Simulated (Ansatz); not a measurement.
# K+ with AlCl3: structure and interaction energy, part 2 of 3

Ansatz 0.2.0, Gaussian basis.

### 7 B97M-V/def2-TZVPPD

The inputs:

ab/in.yaml

```yaml
crystal:
  periodic: [false, false, false]
  atoms:
    - {symbol: K, position_ang: [0.456321, 1.056214, -2.865115]}
    - {symbol: Cl, position_ang: [0.779377, 1.536625, 0.331481]}
    - {symbol: Al, position_ang: [-0.127061, -0.293843, 0.797232]}
    - {symbol: Cl, position_ang: [-0.424051, -0.992115, 2.686217]}
    - {symbol: Cl, position_ang: [-0.684486, -1.306882, -0.949814]}
basis:
  gaussian: {orbitals: "def2-TZVPPD.json"}
total_charge: 1
hamiltonian: {xc: {name: B97M-V}}
```

a/in.yaml

```yaml
crystal:
  periodic: [false, false, false]
  atoms:
    - {symbol: K, position_ang: [0.456321, 1.056214, -2.865115]}
basis:
  gaussian:
    orbitals: "def2-TZVPPD.json"
    ghost_atoms:
      - {symbol: Cl, position_ang: [0.779377, 1.536625, 0.331481]}
      - {symbol: Al, position_ang: [-0.127061, -0.293843, 0.797232]}
      - {symbol: Cl, position_ang: [-0.424051, -0.992115, 2.686217]}
      - {symbol: Cl, position_ang: [-0.684486, -1.306882, -0.949814]}
total_charge: 1
hamiltonian: {xc: {name: B97M-V}}
```

b/in.yaml

```yaml
crystal:
  periodic: [false, false, false]
  atoms:
    - {symbol: Cl, position_ang: [0.779377, 1.536625, 0.331481]}
    - {symbol: Al, position_ang: [-0.127061, -0.293843, 0.797232]}
    - {symbol: Cl, position_ang: [-0.424051, -0.992115, 2.686217]}
    - {symbol: Cl, position_ang: [-0.684486, -1.306882, -0.949814]}
basis:
  gaussian:
    orbitals: "def2-TZVPPD.json"
    ghost_atoms:
      - {symbol: K, position_ang: [0.456321, 1.056214, -2.865115]}
hamiltonian: {xc: {name: B97M-V}}
```

One command serves all of them, each in its own folder.

The run is started by

```sh
$ ansatz run in.yaml --threads 4 --pin off --events-out ev --progress --plain --max-ram 9574MiB
```

Log of ab (excerpt; [...] marks lines left out):

```text
Functional definition: B97M-V
  name "B97M-V"
  cite "Mardirossian & Head-Gordon, J. Chem. Phys. 142, 074111 (2015) doi:10.1063/1.4907719"
  cite "Becke, J. Chem. Phys. 107, 8554 (1997) doi:10.1063/1.475007"
  cite "Vydrov & Van Voorhis, J. Chem. Phys. 133, 244103 (2010) doi:10.1063/1.3521275"
  # Of w^i u^j: cxij and so on, Table III.
[...]
  gx(w, u) = cx00 + cx01*u + cx02*u^2 + (cx10 + cx11*u)*w
[...]
  gos(w, u) = cos00 + cos01*u + cos03*u^3 + cos10*w + cos32*w^3*u^2
[...]
      + integral(e_c_pw_mod_opposite_spin*gos(b97_w_opposite, b97_u_opposite)) + vv10(b, c)
1603 factors; their error is unknown
[...]
mean field -60477.26227553 eV, -2222.4983956651 hartree, gradient 1.3e-5 eV, S^2 0.000000; 0 other end points of the search recorded, 0 dependent functions left out
reference -60477.26238458 eV, -2222.4983996727 hartree; 41, 41 occupied and 196, 196 virtual orbitals, 1603 factors
Total energy: -60477.26238458 eV, -2222.4983996727 hartree
```

Log of a (excerpt; [...] marks lines left out):

```text
[... 5 set-up lines as earlier in the session ...]
  # Of w^i u^j: cxij and so on, Table III.
[...]
  gx(w, u) = cx00 + cx01*u + cx02*u^2 + (cx10 + cx11*u)*w
[...]
  gos(w, u) = cos00 + cos01*u + cos03*u^3 + cos10*w + cos32*w^3*u^2
[...]
      + integral(e_c_pw_mod_opposite_spin*gos(b97_w_opposite, b97_u_opposite)) + vv10(b, c)
1596 factors; their error is unknown
[...]
mean field -16315.86543938 eV, -599.5969956064 hartree, gradient 5.5e-6 eV, S^2 0.000000; 0 other end points of the search recorded, 0 dependent functions left out
reference -16315.86546831 eV, -599.5969966694 hartree; 9, 9 occupied and 228, 228 virtual orbitals, 1596 factors
Total energy: -16315.86546831 eV, -599.5969966694 hartree
```

b printed (excerpt; [...] marks lines left out):

```text
[... 5 set-up lines as earlier in the session ...]
  # Of w^i u^j: cxij and so on, Table III.
[...]
  gx(w, u) = cx00 + cx01*u + cx02*u^2 + (cx10 + cx11*u)*w
[...]
  gos(w, u) = cos00 + cos01*u + cos03*u^3 + cos10*w + cos32*w^3*u^2
[...]
      + integral(e_c_pw_mod_opposite_spin*gos(b97_w_opposite, b97_u_opposite)) + vv10(b, c)
1531 factors; their error is unknown
[...]
mean field -44160.86763159 eV, -1622.8819521498 hartree, gradient 4.5e-5 eV, S^2 0.000000; 0 other end points of the search recorded, 0 dependent functions left out
reference -44160.86773499 eV, -1622.8819559496 hartree; 32, 32 occupied and 205, 205 virtual orbitals, 1531 factors
Total energy: -44160.86773499 eV, -1622.8819559496 hartree
```

They took 12 s (ab), 4.1 s (a), 13 s (b) on 4 threads of Arm Neoverse V2, shared host; peak memory 0.56 GiB.

E(ab) − E(a) − E(b) = -12.20 kcal/mol.

### 8 CCSD(T)/def2-TZVPPD

The same edit goes into each in.yaml of step 7 (ab, a, b):

```diff
-hamiltonian: {xc: {name: B97M-V}}
+correlation: {method: ccsd_t}
```

One command serves all of them, each in its own folder.

The run is started by

```sh
$ ansatz run in.yaml --threads 4 --pin off --events-out ev --progress --plain --max-ram 9574MiB
```

Log of ab (excerpt; [...] marks lines left out):

```text
Functional definition: HF
  name "HF"
  cite "Fock, Z. Phys. 61, 126 (1930) doi:10.1007/BF01340294"
[... 1 set-up line as earlier in the session ...]
[...]
1506 factors; integrals over basis functions are off by at most 8.5e-4 eV
[...]
mean field -60401.47200948 eV, -2219.7131547601 hartree, gradient 2.1e-6 eV, S^2 0.000000; 0 other end points of the search recorded, 0 dependent functions left out
25 core orbitals not correlated: weight in the atoms' cores, before any rotation towards them, 1.000 or more for the frozen orbitals, at most 0.000 for the correlated occupied ones
reference -60401.47200948 eV, -2219.7131547601 hartree; 16, 16 occupied and 196, 196 virtual orbitals, 1506 factors
second order -21.39360787 eV of doubles, -0.00000000 eV of singles
cycle   1  -22.55426660 eV  change    -1.2e0 eV  update   7.5e-2
[...]
cycle   8  -22.98647619 eV  change   -2.0e-5 eV  update   1.9e-5
perturbative correction -0.86051336 eV, -0.0316232827 hartree
Total energy: -60425.31899902 eV, -2220.5895154618 hartree
```

Output in a (excerpt; [...] marks lines left out):

```text
[... 4 set-up lines as earlier in the session ...]
[...]
1514 factors; integrals over basis functions are off by at most 8.1e-4 eV
[...]
mean field -16299.78690391 eV, -599.0061203262 hartree, gradient 1.9e-6 eV, S^2 0.000000; 0 other end points of the search recorded, 0 dependent functions left out
5 core orbitals not correlated: weight in the atoms' cores, before any rotation towards them, 1.000 or more for the frozen orbitals, at most 0.000 for the correlated occupied ones
reference -16299.78690391 eV, -599.0061203262 hartree; 4, 4 occupied and 228, 228 virtual orbitals, 1514 factors
second order -4.12330665 eV of doubles, -0.00000000 eV of singles
cycle   1  -4.39806330 eV  change   -2.7e-1 eV  update   1.9e-2
[...]
cycle   6  -4.43930762 eV  change   -1.9e-6 eV  update   4.3e-6
perturbative correction -0.04645539 eV, -0.0017072040 hartree
Total energy: -16304.27266692 eV, -599.1709690763 hartree
```

b printed (excerpt; [...] marks lines left out):

```text
[... 4 set-up lines as earlier in the session ...]
[...]
1370 factors; integrals over basis functions are off by at most 8.5e-4 eV
[...]
mean field -44101.27062826 eV, -1620.6918026737 hartree, gradient 2.5e-6 eV, S^2 0.000000; 0 other end points of the search recorded, 0 dependent functions left out
20 core orbitals not correlated: weight in the atoms' cores, before any rotation towards them, 1.000 or more for the frozen orbitals, at most 0.000 for the correlated occupied ones
reference -44101.27062826 eV, -1620.6918026737 hartree; 12, 12 occupied and 205, 205 virtual orbitals, 1370 factors
second order -17.18895834 eV of doubles, -0.00000000 eV of singles
cycle   1  -18.09657979 eV  change   -9.1e-1 eV  update   7.3e-2
[...]
cycle   8  -18.48590197 eV  change   -1.8e-5 eV  update   1.8e-5
perturbative correction -0.80737772 eV, -0.0296705841 hartree
Total energy: -44120.56390796 eV, -1621.4008176251 hartree
```

Wall times: 1.7 min (ab), 15 s (a), 58 s (b) on 4 threads of Arm Neoverse V2, shared host; peak memory 4.2 GiB.

Interaction energy, ab − a − b: -11.12 kcal/mol.

### 9 MP2/def2-QZVPPD

Edit ab/in.yaml of step 8 so:

```diff
@@ -9,4 +9,4 @@
 basis:
-  gaussian: {orbitals: "def2-TZVPPD.json"}
+  gaussian: {orbitals: "def2-QZVPPD.json"}
 total_charge: 1
-correlation: {method: ccsd_t}
+correlation: {method: mp2}
```

Edit a/in.yaml of step 8 so:

```diff
@@ -6,3 +6,3 @@
   gaussian:
-    orbitals: "def2-TZVPPD.json"
+    orbitals: "def2-QZVPPD.json"
     ghost_atoms:
@@ -13,2 +13,2 @@
 total_charge: 1
-correlation: {method: ccsd_t}
+correlation: {method: mp2}
```

Edit b/in.yaml of step 8 so:

```diff
@@ -9,5 +9,5 @@
   gaussian:
-    orbitals: "def2-TZVPPD.json"
+    orbitals: "def2-QZVPPD.json"
     ghost_atoms:
       - {symbol: K, position_ang: [0.456321, 1.056214, -2.865115]}
-correlation: {method: ccsd_t}
+correlation: {method: mp2}
```

The same command starts each run, in its folder.

The run is started by

```sh
$ ansatz run in.yaml --threads 4 --pin off --events-out ev --progress --plain --max-ram 9574MiB
```

Log of ab (excerpt; [...] marks lines left out):

```text
[... 4 set-up lines as earlier in the session ...]
[...]
2306 factors; integrals over basis functions are off by at most 7.7e-4 eV
[...]
mean field -60402.98655204 eV, -2219.7688131728 hartree, gradient 2.3e-6 eV, S^2 0.000000; 0 other end points of the search recorded, 0 dependent functions left out
25 core orbitals not correlated: weight in the atoms' cores, before any rotation towards them, 1.000 or more for the frozen orbitals, at most 0.000 for the correlated occupied ones
reference -60402.98655204 eV, -2219.7688131728 hartree; 16, 16 occupied and 342, 342 virtual orbitals, 2306 factors
second order -24.41913941 eV of doubles, -0.00000000 eV of singles
Total energy: -60427.40569146 eV, -2220.6661999944 hartree
```

Log of a (excerpt; [...] marks lines left out):

```text
[... 4 set-up lines as earlier in the session ...]
[...]
2312 factors; integrals over basis functions are off by at most 7.6e-4 eV
[...]
mean field -16300.09144939 eV, -599.0173121664 hartree, gradient 1.6e-6 eV, S^2 0.000000; 0 other end points of the search recorded, 0 dependent functions left out
5 core orbitals not correlated: weight in the atoms' cores, before any rotation towards them, 1.000 or more for the frozen orbitals, at most 0.000 for the correlated occupied ones
reference -16300.09144939 eV, -599.0173121664 hartree; 4, 4 occupied and 374, 374 virtual orbitals, 2312 factors
second order -5.42083799 eV of doubles, -0.00000000 eV of singles
Total energy: -16305.51228738 eV, -599.2165242880 hartree
```

Log of b (excerpt; [...] marks lines left out):

```text
[... 4 set-up lines as earlier in the session ...]
[...]
2298 factors; integrals over basis functions are off by at most 7.7e-4 eV
[...]
mean field -44102.47412080 eV, -1620.7360302089 hartree, gradient 2.5e-6 eV, S^2 0.000000; 0 other end points of the search recorded, 0 dependent functions left out
20 core orbitals not correlated: weight in the atoms' cores, before any rotation towards them, 1.000 or more for the frozen orbitals, at most 0.000 for the correlated occupied ones
reference -44102.47412080 eV, -1620.7360302089 hartree; 12, 12 occupied and 351, 351 virtual orbitals, 2298 factors
second order -18.88768547 eV of doubles, -0.00000000 eV of singles
Total energy: -44121.36180627 eV, -1621.4301398474 hartree
```

They took 14 s (ab), 6.5 s (a), 12 s (b) on 4 threads of Arm Neoverse V2, shared host; peak memory 1.8 GiB.

Interaction energy, ab − a − b: -12.26 kcal/mol.

### 10 Hartree-Fock/STO-3G

Edit ab/in.yaml of step 9 so:

```diff
@@ -9,4 +9,4 @@
 basis:
-  gaussian: {orbitals: "def2-QZVPPD.json"}
+  gaussian: {orbitals: STO-3G}
 total_charge: 1
-correlation: {method: mp2}
+hamiltonian: {xc: hf}
```

Edit a/in.yaml of step 9 so:

```diff
@@ -6,3 +6,3 @@
   gaussian:
-    orbitals: "def2-QZVPPD.json"
+    orbitals: STO-3G
     ghost_atoms:
@@ -13,2 +13,2 @@
 total_charge: 1
-correlation: {method: mp2}
+hamiltonian: {xc: hf}
```

Edit b/in.yaml of step 9 so:

```diff
@@ -9,5 +9,5 @@
   gaussian:
-    orbitals: "def2-QZVPPD.json"
+    orbitals: STO-3G
     ghost_atoms:
       - {symbol: K, position_ang: [0.456321, 1.056214, -2.865115]}
-correlation: {method: mp2}
+hamiltonian: {xc: hf}
```

The same command starts each run, in its folder.

The run is started by

```sh
$ ansatz run in.yaml --threads 4 --pin off --events-out ev --progress --plain --max-ram 9574MiB
```

ab printed (excerpt; [...] marks lines left out):

```text
[... 4 set-up lines as earlier in the session ...]
[...]
544 factors; integrals over basis functions are off by at most 1.3e-4 eV
[...]
mean field -59758.09386501 eV, -2196.0694440484 hartree, gradient 1.4e-5 eV, S^2 0.000000; 0 other end points of the search recorded, 0 dependent functions left out
reference -59758.09386501 eV, -2196.0694440484 hartree; 41, 41 occupied and 8, 8 virtual orbitals, 544 factors
Total energy: -59758.09386501 eV, -2196.0694440484 hartree
```

Output in a (excerpt; [...] marks lines left out):

```text
[... 4 set-up lines as earlier in the session ...]
[...]
429 factors; integrals over basis functions are off by at most 1.2e-3 eV
[...]
mean field -16136.64467408 eV, -593.0107539620 hartree, gradient 1.8e-5 eV, S^2 0.000000; 0 other end points of the search recorded, 0 dependent functions left out
reference -16136.64467408 eV, -593.0107539620 hartree; 9, 9 occupied and 40, 40 virtual orbitals, 429 factors
Total energy: -16136.64467408 eV, -593.0107539620 hartree
```

Output in b (excerpt; [...] marks lines left out):

```text
[... 4 set-up lines as earlier in the session ...]
[...]
489 factors; integrals over basis functions are off by at most 1.5e-3 eV
[...]
mean field -43621.00109951 eV, -1603.0422230305 hartree, gradient 1.7e-5 eV, S^2 0.000000; 0 other end points of the search recorded, 0 dependent functions left out
reference -43621.00109951 eV, -1603.0422230305 hartree; 32, 32 occupied and 17, 17 virtual orbitals, 489 factors
Total energy: -43621.00109951 eV, -1603.0422230305 hartree
```

Wall times: 0.15 s (ab), 0.1 s (a), 0.15 s (b) on 4 threads of Arm Neoverse V2, shared host.

Interaction energy, ab − a − b: -10.33 kcal/mol.

### 11 SPW92/def2-SVP

Edit ab/in.yaml of step 10 so:

```diff
@@ -9,4 +9,4 @@
 basis:
-  gaussian: {orbitals: STO-3G}
+  gaussian: {orbitals: def2-SVP}
 total_charge: 1
-hamiltonian: {xc: hf}
+hamiltonian: {xc: lda}
```

Edit a/in.yaml of step 10 so:

```diff
@@ -6,3 +6,3 @@
   gaussian:
-    orbitals: STO-3G
+    orbitals: def2-SVP
     ghost_atoms:
@@ -13,2 +13,2 @@
 total_charge: 1
-hamiltonian: {xc: hf}
+hamiltonian: {xc: lda}
```

Edit b/in.yaml of step 10 so:

```diff
@@ -9,5 +9,5 @@
   gaussian:
-    orbitals: STO-3G
+    orbitals: def2-SVP
     ghost_atoms:
       - {symbol: K, position_ang: [0.456321, 1.056214, -2.865115]}
-hamiltonian: {xc: hf}
+hamiltonian: {xc: lda}
```

One command serves all of them, each in its own folder.

The run is started by

```sh
$ ansatz run in.yaml --threads 4 --pin off --events-out ev --progress --plain --max-ram 9574MiB
```

Log of ab (excerpt; [...] marks lines left out):

```text
Functional definition: SPW92
  name "SPW92"
  cite "Dirac, Proc. Camb. Phil. Soc. 26, 376 (1930) doi:10.1017/S0305004100016108"
  cite "Slater, Phys. Rev. 81, 385 (1951) doi:10.1103/PhysRev.81.385"
  cite "Perdew & Wang, Phys. Rev. B 45, 13244 (1992) doi:10.1103/PhysRevB.45.13244"
[...]
1054 factors; their error is unknown
[...]
mean field -60277.63127342 eV, -2215.1620916522 hartree, gradient 5.4e-5 eV, S^2 0.000000; 0 other end points of the search recorded, 0 dependent functions left out
reference -60277.63137876 eV, -2215.1620955236 hartree; 41, 41 occupied and 55, 55 virtual orbitals, 1054 factors
Total energy: -60277.63137876 eV, -2215.1620955236 hartree
```

Log of a (excerpt; [...] marks lines left out):

```text
[... 5 set-up lines as earlier in the session ...]
[...]
882 factors; their error is unknown
[...]
mean field -16270.42528331 eV, -597.9271006714 hartree, gradient 5.9e-7 eV, S^2 0.000000; 0 other end points of the search recorded, 0 dependent functions left out
reference -16270.42530000 eV, -597.9271012847 hartree; 9, 9 occupied and 87, 87 virtual orbitals, 882 factors
Total energy: -16270.42530000 eV, -597.9271012847 hartree
```

Output in b (excerpt; [...] marks lines left out):

```text
[... 5 set-up lines as earlier in the session ...]
[...]
960 factors; their error is unknown
[...]
mean field -44006.57266591 eV, -1617.2117167459 hartree, gradient 5.5e-5 eV, S^2 0.000000; 0 other end points of the search recorded, 0 dependent functions left out
reference -44006.57275109 eV, -1617.2117198763 hartree; 32, 32 occupied and 64, 64 virtual orbitals, 960 factors
Total energy: -44006.57275109 eV, -1617.2117198763 hartree
```

Times: 0.55 s (ab), 0.35 s (a), 0.45 s (b) on 4 threads of Arm Neoverse V2, shared host.

E(ab) − E(a) − E(b) = -14.60 kcal/mol.

(Part 2 of 3 ends here.)
